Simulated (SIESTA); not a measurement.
Crystal: Zn3CdS4.

```xyz
8
Lattice="5.5110 0.0000 0.0000 0.0000 5.5110 0.0000 0.0000 0.0000 5.5110" Properties=species:S:1:pos:R:3 pbc="T T T"
Cd    0.0000    0.0000    0.0000
Zn    2.7555    2.7555    0.0000
Zn    2.7555    0.0000    2.7555
Zn    0.0000    2.7555    2.7555
S     4.0634    1.4476    4.0634
S     1.4476    4.0634    4.0634
S     4.0634    4.0634    1.4476
S     1.4476    1.4476    1.4476
```

The cell comes from a database or a generator and needn't be the stable form of this composition.

```yaml
Program: SIESTA 5.4.2
Task: single point
Functional: PBEsol
Potentials_or_basis: PseudoDojo 0.4 standard (PBEsol files)
Basis: DZP (energy shift 0.003 Ry; two zetas on semicore shells)
Grid_cutoff: 800 Ry
Energy_shift: 0.003 Ry
k_mesh: 5 × 5 × 5
Occupations: fermi-dirac, width 0.05 eV
Spin: no spin polarisation
```

On this cell: pressure -0.8 GPa; largest force 0.102 eV/Å; band gap on the k mesh 1.97 eV, direct.

The same run follows on a disturbed copy (atoms moved at random, drawn with an rms of 0.05 Å):

```
Cd Zn S
1.0
     5.51101    0.00000    0.00000
     0.00000    5.51101    0.00000
     0.00000    0.00000    5.51101
Cd Zn S
1 3 4
Cartesian
  0.0475 0.0164 0.0359
  2.7962 2.7858 -0.0211
  2.7614 0.0135 2.7533
  -0.0176 2.7743 2.7399
  4.0521 1.4243 4.0667
  1.4360 4.0431 4.0657
  4.0756 4.0570 1.4829
  1.4703 1.4963 1.4638
```

Q: What does the disturbed cell give?

A: The energy moves by +4.9 meV/atom; pressure -0.8 GPa; largest force 0.568 eV/Å; band gap on the k mesh 1.94 eV, direct.

Forces on the atoms (eV/Å):
```
Cd  -0.119 -0.015 -0.057
Zn  -0.100 -0.104  0.075
Zn  -0.198 -0.126  0.064
Zn   0.088 -0.281  0.291
S    0.382  0.032  0.172
S    0.031  0.323  0.048
S   -0.059  0.362 -0.434
S   -0.028 -0.192 -0.159
```

Stress tensor (GPa, compression positive):
```
-0.79 -0.34  0.52
-0.34 -0.86  0.38
 0.52  0.38 -0.85
```

Caveats: short orbitals over semicore shells can move pressures by several GPa; the valence orbitals were made in a potential fitted to the semicore shell under them, which widens gaps by tenths of an eV or more; the basis of atomic orbitals isn't converged, which shifts pressures, moduli and gaps.

